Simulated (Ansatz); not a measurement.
# C6H8ClN: the cost of one run

Method: the levels named in each step, in Ansatz 0.2.0.

### 1 The system as given

Bond lengths (14 of 15 bonds, heavy atoms first): Cl1–C2 1.733 Å, C2–C3 1.385 Å, C3–C4 1.385 Å, C4–C5 1.386 Å, C5–C6 1.385 Å, C2–C7 1.385 Å, C6–C7 1.384 Å, C3–H9 1.079 Å, C4–H10 1.081 Å, C5–H11 1.080 Å, C6–H12 1.080 Å, C7–H13 1.079 Å, N8–H14 1.013 Å, N8–H15 1.013 Å. Angles (14 of 21 angles, heavy atoms first): Cl1–C2–C3 119.5°, Cl1–C2–C7 119.4°, C3–C2–C7 121.1°, C2–C3–C4 119.4°, C3–C4–C5 120.0°, C4–C5–C6 120.1°, C5–C6–C7 120.3°, C2–C7–C6 119.1°, C2–C3–H9 120.1°, C4–C3–H9 120.6°, C3–C4–H10 119.3°, C5–C4–H10 120.7°, C4–C5–H11 120.0°, C6–C5–H11 119.9°.

Structure file:

```xyz
16

Cl    0.6549    2.2782    1.0485
C    -0.0231    0.7348    0.6479
C     0.2987    0.1414   -0.5610
C    -0.2390   -1.0957   -0.8748
C    -1.0914   -1.7269    0.0167
C    -1.4065   -1.1238    1.2229
C    -0.8737    0.1123    1.5463
N     1.1680   -2.3585   -3.6116
H     0.9644    0.6405   -1.2479
H     0.0234   -1.5632   -1.8135
H    -1.5097   -2.6918   -0.2278
H    -2.0673   -1.6157    1.9215
H    -1.1120    0.5892    2.4841
H     1.1828   -1.7558   -4.4258
H     2.1201   -2.4381   -3.2742
H     0.8729   -3.2784   -3.9165
```

### 2 A rough first relaxation, PBE-D4/def2-SVP

input.yaml

```yaml
crystal:
  periodic: [false, false, false]
  atoms:
    - { symbol: Cl, position_ang: [0.65487, 2.27825, 1.04851] }
    - { symbol: C, position_ang: [-0.02314, 0.73479, 0.64785] }
    - { symbol: C, position_ang: [0.29872, 0.14138, -0.56103] }
    - { symbol: C, position_ang: [-0.23899, -1.09574, -0.87476] }
    - { symbol: C, position_ang: [-1.09141, -1.72687, 0.01674] }
    - { symbol: C, position_ang: [-1.40654, -1.12376, 1.22292] }
    - { symbol: C, position_ang: [-0.87365, 0.11228, 1.54626] }
    - { symbol: "N", position_ang: [1.16804, -2.35848, -3.61158] }
    - { symbol: H, position_ang: [0.96438, 0.64046, -1.24786] }
    - { symbol: H, position_ang: [0.02341, -1.56316, -1.81355] }
    - { symbol: H, position_ang: [-1.50969, -2.69183, -0.22781] }
    - { symbol: H, position_ang: [-2.06733, -1.61569, 1.92148] }
    - { symbol: H, position_ang: [-1.11205, 0.58918, 2.4841] }
    - { symbol: H, position_ang: [1.18284, -1.75582, -4.42576] }
    - { symbol: H, position_ang: [2.12013, -2.43807, -3.27425] }
    - { symbol: H, position_ang: [0.87292, -3.27837, -3.91649] }
basis:
  gaussian: { orbitals: def2-SVP }
hamiltonian:
  xc: pbe
  dispersion: d4
relax:
  f_tol: 0.03
  max_steps: 200
```

Run with:

```
$ ansatz run input.yaml --threads 4 --pin off --max-ram 10240MiB --backend cpu --events-out ev --progress --plain --runs-dir out
```

**Question.** How long does this run take on 4 threads of Intel Xeon at 2.50GHz (Skylake/Cascade Lake), shared host, and how much memory does it need?

About 69 s, with a peak of 0.23 GiB.
